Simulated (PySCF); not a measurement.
**C9H13F: geometry, NMR shifts**

Wanted: the NMR shifts of C9H13F (`C=CC[C@@H]1C[C@@H]1/C=C\CF`), by calculation.

Programs: PySCF 2.14.0, with density-fitted response routines of our own. Each step states its level of theory. These are calculated values for one molecule, in the gas phase or a continuum, unless marked as measured. Atoms count from 0, in the outputs and in this text.

### 1 The starting structure

23 atoms, charge 0, multiplicity 1; geometry from: GFN2-xTB. The atoms were then displaced at random by about 0.01 Å, so the start is not that level's minimum.

Bonds of the start (Å): C0–C1 1.32, C1–C2 1.51, C2–C3 1.49, C3–C4 1.51, C4–C5 1.51, C5–C6 1.46, C6–C7 1.33, C7–C8 1.52, C8–F9 1.38, C5–C3 1.55, C0–H10 1.05, C0–H11 1.10, C1–H12 1.06, C2–H13 1.08, C2–H14 1.08, C3–H15 1.09, C4–H16 1.06, C4–H17 1.09, C5–H18 1.08, C6–H19 1.06, C7–H20 1.10, C8–H21 1.08, C8–H22 1.10.

### 2 Geometry optimisation at PBE0-D3(BJ)/def2-SVP

Job settings and geometry (Å):

```
{"job": {"xc": "PBE0", "basis": "def2-SVP", "d3": "d3bj", "grid": 1, "shake": 0.01, "kind": "geom"}, "charge": 0, "multiplicity": 1}
C      3.933220     0.745450    -0.231680
C      2.949970    -0.103330     0.021180
C      1.514650     0.035810    -0.439520
C      0.637110     0.035760     0.759140
C      0.075730    -1.254680     1.310190
C     -0.873100    -0.295810     0.625630
C     -1.438490    -0.669950    -0.671020
C     -2.538800    -0.146120    -1.196080
C     -3.399260     0.911200    -0.530250
F     -4.509910     1.160990    -1.306720
H      4.912950     0.629510     0.122150
H      3.734060     1.660390    -0.811170
H      3.134990    -0.972850     0.602530
H      1.274940    -0.793890    -1.084470
H      1.406090     0.954460    -0.995200
H      0.838640     0.828430     1.485100
H      0.330260    -2.150150     0.799320
H     -0.012190    -1.358180     2.396510
H     -1.535050     0.264960     1.265760
H     -0.944920    -1.421230    -1.224540
H     -2.933430    -0.481890    -2.162240
H     -3.759460     0.576550     0.427000
H     -2.850320     1.868110    -0.475880
```

Started as:

```bash
$ OMP_NUM_THREADS=1 python probes_run.py task.json out
```

The driver reads the jobs from task.json and runs them one after another.

**Question.** This job is followed by: GIAO PBE0/pcSseg-1 NMR shielding, non-relativistic, IEF-PCM water. Predict these results of the whole session: point group; rotational constants (main isotopes); 13C shifts against TMS (PBE0/pcSseg-1, water); 1H shifts against TMS (PBE0/pcSseg-1, water); 19F shifts against CFCl3 (PBE0/pcSseg-1, water).

**Answer**, as computed:

```
                                       quantity                                                                             value
                                    point group                                                                                C1
           rotational constants (main isotopes)                                                              2.98, 0.47, 0.43 GHz
  13C shifts against TMS (PBE0/pcSseg-1, water)                      151.0, 138.5, 138.1, 123.0, 85.0, 39.2, 22.9, 18.8, 16.9 ppm
   1H shifts against TMS (PBE0/pcSseg-1, water)  6.32, 5.99, 5.62, 5.50, 5.48, 5.35, 5.30, 2.31, 1.60, 1.20, 1.09, 0.86, 0.44 ppm
19F shifts against CFCl3 (PBE0/pcSseg-1, water)                                                                        -255.4 ppm
```

Relaxing lowered the energy by 0.255 eV in 10 steps; the close pair that moved most is C0–H10, from 1.048 to 1.093 Å. No frequency check was run at this level, so the end point may be a saddle. At PBE0/pcSseg-1: Shielding is most anisotropic at C1 (span 247 ppm, paramagnetic term -221 ppm).
